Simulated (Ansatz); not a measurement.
# AlZn13Cu2: the cost of one run

All numbers below are computed with Ansatz 0.2.0 (DFT PBE, scalar-relativistic, plane waves, PAW).

## Step 1: Starting point

The cell holds 16 atoms (AlCu2Zn13): a = 6.198 Å, b = 6.198 Å, c = 6.198 Å, α = 90.00°, β = 90.00°, γ = 90.00°.

The sites of an ideal bcc lattice, at a guessed lattice constant, take 2 Cu, 1 Al, 13 Zn (sublattices apart by semicolons), with a shake of 0.02 Å. Warren-Cowley parameters of the first shell (negative: unlike neighbours preferred): Al-Cu -1.00, Al-Zn +0.08, Cu-Zn -0.08. In a cell this small the draw can fall short of the order aimed at.

Structure file:

```xyz
16
Lattice="6.1980 0.0000 0.0000 0.0000 6.1980 0.0000 0.0000 0.0000 6.1980" Properties=species:S:1:pos:R:3 pbc="T T T"
Al    6.1955    0.0188    0.0198
Cu    4.6505    1.5578    1.5735
Cu    1.5065    1.5353    4.6605
Zn    3.0947    6.1919    0.0077
Zn    6.1759    3.0764    0.0102
Zn    0.0358    6.1560    3.0933
Zn    1.5443    1.5461    1.5578
Zn    3.0808    3.1124    6.1786
Zn    3.0672    6.1953    3.0741
Zn    6.1880    3.0834    3.1135
Zn    1.5619    4.6337    1.5581
Zn    3.0901    3.1037    3.1058
Zn    4.6422    4.6697    1.5630
Zn    4.6370    1.5063    4.6737
Zn    1.5400    4.6438    4.6297
Zn    4.6415    4.6768    4.6625
```

## Step 2: Relaxation without symmetry, coarse mesh

Cell and atoms move without symmetry, on a coarse mesh with loose thresholds.

The input, input.yaml:

```yaml
crystal:
  lattice:
    - [6.19802228, 0.0, 0.0]
    - [0.0, 6.19802228, 0.0]
    - [0.0, 0.0, 6.19802228]
  atoms:
    - { symbol: Al, position: [0.999600429, 0.0030292627, 0.0031932294] }
    - { symbol: Cu, position: [0.7503122935, 0.2513361055, 0.2538644784] }
    - { symbol: Cu, position: [0.2430679508, 0.247707811, 0.7519260741] }
    - { symbol: Zn, position: [0.4992988934, 0.9990172337, 0.0012388482] }
    - { symbol: Zn, position: [0.996428658, 0.4963514096, 0.0016413157] }
    - { symbol: Zn, position: [0.0057775105, 0.9932153142, 0.4990860054] }
    - { symbol: Zn, position: [0.2491629784, 0.2494468939, 0.251333114] }
    - { symbol: Zn, position: [0.4970572787, 0.5021675818, 0.9968650605] }
    - { symbol: Zn, position: [0.4948654608, 0.9995687923, 0.4959795466] }
    - { symbol: Zn, position: [0.9983879878, 0.4974813424, 0.5023415931] }
    - { symbol: Zn, position: [0.2519972511, 0.7476107284, 0.2513785744] }
    - { symbol: Zn, position: [0.4985607987, 0.5007632203, 0.501098941] }
    - { symbol: Zn, position: [0.7489825906, 0.7534200237, 0.2521693979] }
    - { symbol: Zn, position: [0.7481486713, 0.2430332725, 0.7540576679] }
    - { symbol: Zn, position: [0.2484677299, 0.7492417901, 0.7469591656] }
    - { symbol: Zn, position: [0.7488611216, 0.7545654684, 0.75225501] }
  symmetry: { detect: false }
basis:
  ecutwfc: 420
kpoints:
  mp_grid: { grid: [2, 2, 2], shift: [0.5, 0.5, 0.5] }
hamiltonian:
  xc: pbe
scf:
  occupations: { method: gaussian, width: 0.1 }
  lower_state_search: "off"
output:
  forces: true
  stress: true
  eigenvalues: true
relax:
  adjacent_minimum: "off"
  f_tol: 0.04
  max_steps: 50
  cell: { stress_tol: 0.3 }
```

On the command line:

```sh
> ansatz run input.yaml --threads 4 --pin off --max-ram 9216MiB --backend cpu --events-out ev --progress --plain --runs-dir out
```

**Question.** How long does this run take on 4 threads of Intel Xeon Platinum 8259CL at 2.50GHz (Skylake/Cascade Lake), shared host, and how much memory does it need?

About 81 s, with a peak of 0.94 GiB.
